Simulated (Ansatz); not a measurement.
CHAlFNO, SMILES O=C=[N][AlH][F], a ladder of methods at one geometry

Computed with Ansatz's Python interface.

The script reads `chalfno.xyz`:
```text
6

O     1.06350   -2.15080   -1.34830
C     0.55590   -1.50660   -0.38030
N     0.05960   -0.88460    0.61280
Al   -0.35720    0.95480    0.46420
F    -0.26080    1.78860   -1.12790
H    -1.01890    1.73470    1.73330
```

`run_methods.py`
```python
# -*- coding: utf-8 -*-
"""One geometry of CHAlFNO, method by method."""

from dataclasses import dataclass
from pathlib import Path

import ansatz as az
import numpy as np


@dataclass(frozen=True)
class RunConfig:
    basis_set: str = "cc-pVDZ"


cfg = RunConfig()


def main():
    molecule = az.Crystal.molecule_from_extxyz("chalfno.xyz")

    calculation = molecule.calculation().basis(gaussian=cfg.basis_set)

    print("functional    E (Ha)        dipole (D)   HOMO (eV)  LUMO (eV)")
    for name in ["r2scan", "cam_b3lyp", "hf", "pbe0"]:
        rep = calculation.functional(name).forces().orbitals().run(runs_dir="runs").report
        lines = Path(rep["orbitals_path"]).read_text().splitlines()
        field_of = lambda key: [line.split("=")[1].strip() for line in lines if line.startswith(key)]
        orbitals = [(27.211386 * float(e), s, float(n)) for e, s, n in zip(field_of("Ene="), field_of("Spin="), field_of("Occup="))]
        homo = max(e for e, _, n in orbitals if n > 0.5)
        lumo = min(e for e, _, n in orbitals if n < 0.5)
        dipole = 4.803205 * np.linalg.norm(rep["charge_distribution"]["dipole_moment_e_ang"])
        print(f"{name:10s} {rep['free_energy_ev'] / 27.211386246:14.6f} {dipole:9.3f} {homo:11.3f} {lumo:10.3f}")


if __name__ == "__main__":
    main()
```

```console
$ python run_methods.py
functional    E (Ha)        dipole (D)   HOMO (eV)  LUMO (eV)
r2scan        -510.908549     2.387      -7.826     -2.341
cam_b3lyp     -510.962196     2.515     -10.154     -0.886
hf            -509.216949     3.040     -12.371      0.906
pbe0          -510.657382     2.525      -8.881     -1.879
```

What to keep in mind:
- Total energies depend on the basis set; only differences at equal settings carry meaning.
- The geometry is a force-field or estimated start, not a minimum of this method, and the basis set is short of its limit. A lower total doesn't mark the better method: functionals have no common bound, and MP2 and coupled cluster aren't variational.
- Levels such as HOMO and LUMO are orbital energies: with these approximate functionals they aren't the ionisation energy and electron affinity, and their gap isn't the fundamental gap.
- For Al to Cl the sets with a tight d function, cc-pV(X+d)Z, are usual.
- Finished in 12 s on 1 thread of Arm Neoverse V2 (shared host), peak memory 0.22 GiB.
